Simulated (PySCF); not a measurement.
# ZrOI₂: structure of the singlet

The task is one start of a wider search on ZrOI₂: the singlet, from a PBE0 minimum start. It is relaxed, tested by its Hessian and followed downhill if it is a saddle.

Method: PBE0, basis Zr def2-SVP with ECP28, O def2-SVP, I def2-SVP with ECP28, scalar-relativistic core potentials, no spin–orbit coupling, density fitting; program: PySCF 2.14.0.

### 1 Starting geometry

4 atoms, charge 0, spin multiplicity 1.

Bond lengths: Zr1–O2 1.720 Å, Zr1–I3 2.742 Å, Zr1–I4 2.742 Å. Angles: O2–Zr1–I3 113.1°, O2–Zr1–I4 113.1°, I3–Zr1–I4 124.7°.

Z-matrix (Å, degrees; charge 0 multiplicity 1):
```
Zr
O  1 1.7197
I  1 2.7419 2 113.13
I  1 2.7419 2 113.13 3 -148.86
```

### 2 First SCF at the start

One driver script runs all steps and calls PySCF; scf.py shows how it sets up the SCF of each step. The optimiser is the driver's own. After this first run the driver tries any further starts and a stability analysis.

Contents of scf.py:

```python
from pyscf import gto, scf, dft
mol = gto.M(atom='''
Zr    -0.354216    -0.613505    -0.435228
O     -1.212578    -2.100195    -0.333147
I      2.306998    -0.862216     0.176446
I     -1.900166     1.566852     0.176449''',
    basis={'Zr': 'def2-SVP', 'O': 'def2-SVP', 'I': 'def2-SVP'},
    ecp={'Zr': 'def2-SVP', 'I': 'def2-SVP'},
    charge=0, spin=0)
mf = dft.RKS(mol, xc='PBE0')
mf.grids.atom_grid = (50, 194)
aux = {'Zr': 'def2-universal-JKFIT', 'O': 'def2-universal-JKFIT', 'I': 'def2-universal-JKFIT'}
mf = mf.density_fit(auxbasis=aux)
mf.conv_tol = 1e-08
mf.diis_space = 10
mf.max_cycle = 60
mf.init_guess = 'huckel'
mf.verbose = 4
mf.kernel()
```

The run is started by

```sh
$ OMP_NUM_THREADS=2 python axn.py task.json out
```

Log (excerpt; [...] marks lines left out):

```text
[... the frontier levels of the middle cycles are left out ...]
init E= -716.51663552547
  HOMO = -0.316311433798115  LUMO = -0.311342404042638  gap/eV = 0.13521
cycle= 1 E= -703.368480438172  delta_E= 13.1  |g|= 5.86  |ddm|= 6.76
  HOMO = 0.0119783612986843  LUMO = 0.0354565103404489  gap/eV = 0.63887
cycle= 2 E= -674.565786144207  delta_E= 28.8  |g|=  8.6  |ddm|= 13.3
  HOMO = -0.356552933777291  LUMO = -0.03505096646143  gap/eV = 8.74851
cycle= 3 E= -716.117548579676  delta_E= -41.6  |g|= 2.49  |ddm|= 10.6
cycle= 4 E= -717.557001217885  delta_E= -1.44  |g|= 0.806  |ddm|= 2.41
cycle= 5 E= -717.577774602451  delta_E= -0.0208  |g|= 0.755  |ddm|= 1.59
cycle= 6 E= -717.720473947  delta_E= -0.143  |g|= 0.159  |ddm|= 0.925
cycle= 7 E= -717.728646102568  delta_E= -0.00817  |g|= 0.0367  |ddm|= 0.257
cycle= 8 E= -717.728881635434  delta_E= -0.000236  |g|= 0.0186  |ddm|= 0.0324
cycle= 9 E= -717.728952684266  delta_E= -7.1e-05  |g|= 0.00515  |ddm|= 0.0132
cycle= 10 E= -717.728958941265  delta_E= -6.26e-06  |g|= 0.000961  |ddm|= 0.00562
cycle= 11 E= -717.728959182242  delta_E= -2.41e-07  |g|= 0.000164  |ddm|= 0.00104
cycle= 12 E= -717.728959188687  delta_E= -6.44e-09  |g|= 6.14e-05  |ddm|= 0.000166
  HOMO = -0.288476610939162  LUMO = -0.130757543408425  gap/eV = 4.29175
Extra cycle  E= -717.728959183039  delta_E= 5.65e-09  |g|= 0.000168  |ddm|= 0.000198
converged SCF energy = -717.728959183039
```

This step, with its further starts and checks, took 5.8 s on 2 threads of Intel Xeon Platinum 8488C (Sapphire Rapids), shared host.

The test of internal stability found no lower closed-shell solution.

### 3 PBE0 minimum start, singlet: relaxation

The program finds Cs symmetry in the start, which this walk keeps. The walk stops when the largest gradient is under 0.0003 Eh/bohr and the energy has settled too.

Changes to scf.py since step 2:

```diff
@@ -3,4 +3,4 @@
-Zr    -0.354216    -0.613505    -0.435228
-O     -1.212578    -2.100195    -0.333147
-I      2.306998    -0.862216     0.176446
-I     -1.900166     1.566852     0.176449''',
+Zr    -0.355295    -0.615373    -0.436135
+O     -1.213657    -2.102063    -0.334054
+I      2.305919    -0.864084     0.175539
+I     -1.901245     1.564983     0.175542''',
@@ -17 +16,0 @@
-mf.init_guess = 'huckel'
```

The optimiser's trace:

```
step  energy (Eh)  change (kJ/mol)  largest symmetric gradient (Eh/bohr)
   0  -717.728959             0.00                               0.00024
```

The walk took 5.9 s.

Positions (Å) and forces (eV/Å) along the way:

```
step 0
Zr  -0.355  -0.615  -0.436   0.027  -0.005  -0.014
O   -1.214  -2.102  -0.334  -0.015   0.006  -0.017
I    2.306  -0.864   0.176   0.000   0.005   0.013
I   -1.901   1.565   0.176  -0.012  -0.006   0.018
```

After 0 steps and 0.0 kJ/mol it ends at Cs: Zr–I 2.742 Å (×2), Zr–O 1.720 Å; I–Zr–I 124.7°, I–Zr–O 113.1° (×2).

### 4 Is it a minimum? Harmonic modes

The point is checked on the finer grid, and tightened if its gradient asks for it. The Hessian and the dipole derivatives come from central differences of analytic gradients, with steps of 0.02 bohr.

Changes to scf.py since step 3:

```diff
@@ -11 +11 @@
-mf.grids.atom_grid = (50, 194)
+mf.grids.atom_grid = (75, 302)
@@ -14 +14 @@
-mf.conv_tol = 1e-08
+mf.conv_tol = 1e-10
```

This SCF starts from the last density.

Log of the central SCF (cycles and frontier levels):

```text
init E= -717.728918791463
  HOMO = -0.288474903938041  LUMO = -0.130762376447109  gap/eV = 4.29158
cycle= 1 E= -717.728918791394  delta_E= 6.96e-11  |g|= 1.68e-05  |ddm|= 3.16e-05
  HOMO = -0.288474306880542  LUMO = -0.130767834237677  gap/eV = 4.29141
cycle= 2 E= -717.728918790955  delta_E= 4.39e-10  |g|= 4.43e-05  |ddm|= 6.37e-05
  HOMO = -0.288474539446838  LUMO = -0.130764599020171  gap/eV = 4.29151
cycle= 3 E= -717.728918791468  delta_E= -5.14e-10  |g|= 8.36e-06  |ddm|= 4.08e-05
  HOMO = -0.288474679650334  LUMO = -0.130764111457896  gap/eV = 4.29152
cycle= 4 E= -717.728918791485  delta_E= -1.66e-11  |g|= 5e-07  |ddm|= 8.22e-06
  HOMO = -0.288474660427998  LUMO = -0.130764198427542  gap/eV = 4.29152
Extra cycle  E= -717.728918791486  delta_E= -6.82e-13  |g|= 6.01e-07  |ddm|= 1.56e-06
converged SCF energy = -717.728918791486
```

The whole step took 75 s.

Geometry: Cs; Zr–I 2.742 Å (×2), Zr–O 1.720 Å; I–Zr–I 124.7°, I–Zr–O 113.1° (×2).

Modes, for the most abundant isotopes:

```
symmetry  ω (cm⁻¹)  IR (km/mol)  μ (u)
      a'        33         17.9  62.83
      a'        71         20.8  30.38
     a''       138          0.0  19.05
      a'       189         10.8  90.30
     a''       281         83.9  68.11
      a'      1001          218  18.29
```

All wavenumbers are real: a minimum.

Properties at this point:

```yaml
Dipole_moment: 2.74 D
Highest_occupied_level: -7.85 eV
Lowest_empty_level: -3.56 eV
Rotational_constants: 0.08109, 0.01121, 0.009925 cm⁻¹
Zero-point_energy: 10.2 kJ/mol
Principal_polarisabilities: 63.6, 86.6, 137.2 bohr³
Atomisation_energy_without_zero-point_energy: 1485 kJ/mol
Principal_traceless_quadrupole_moments_about_the_centre_of_mass: -9.78, -5.33, 15.11 D Å
Entropy_at_298.15_K_and_1_bar: 383.2 J/(mol K)
Heat_capacity_Cp_at_298.15_K: 74.3 J/(mol K)
Enthalpy_at_298.15_K_above_0_K: 18.81 kJ/mol
Rotational_symmetry_number: 1
```

Populations by atom (charges in e):

| atom | Mulliken | Löwdin | polar tensor | Mayer order to Zr1 |
| --- | --- | --- | --- | --- |
| Zr1 | 0.81 | -0.12 | 1.97 | – |
| O2 | -0.28 | -0.12 | -0.86 | 2.39 |
| I3,4 | -0.26 | 0.12 | -0.55 | 1.19 |

Outer orbital energies (eV). occupied: -10.29, -10.14, -9.54, -8.79, -8.28, -8.26, -8.02, -7.85; empty: -3.56, -3.01, -1.72, -0.80.

Mulliken populations on Zr1 (outside its core potential): s 2.31, p 6.42, d 2.37, f 0.10.

### 5 Summary of results

```
                                 quantity                                                               value
                                  minimum                                                         singlet, Cs
                                 geometry  Zr–I 2.742 Å (×2), Zr–O 1.720 Å; I–Zr–I 124.7°, I–Zr–O 113.1° (×2)
                       wavenumbers (cm⁻¹)         33 (a'), 71 (a'), 138 (a''), 189 (a'), 281 (a''), 1001 (a')
                            dipole moment                                                              2.74 D
     highest occupied, lowest empty level                                                     -7.85, -3.56 eV
               polar-tensor charge of Zr1                                                             +1.97 e
                        zero-point energy                                                         10.2 kJ/mol
                      entropy at 298.15 K                                                     383.2 J/(mol K)
atomisation energy (no zero-point energy)                                                         1485 kJ/mol
```

**Reading.** The molecule stays Cs, as typed, and the end point is a minimum. The strongest infrared band lies at 1001 cm⁻¹ (a', stretch). Other starts or spin states, not run here, may lie lower. Whether spin polarisation would lower the closed shell was not checked. Spin–orbit coupling is left out.

The search up to here took 86 s.
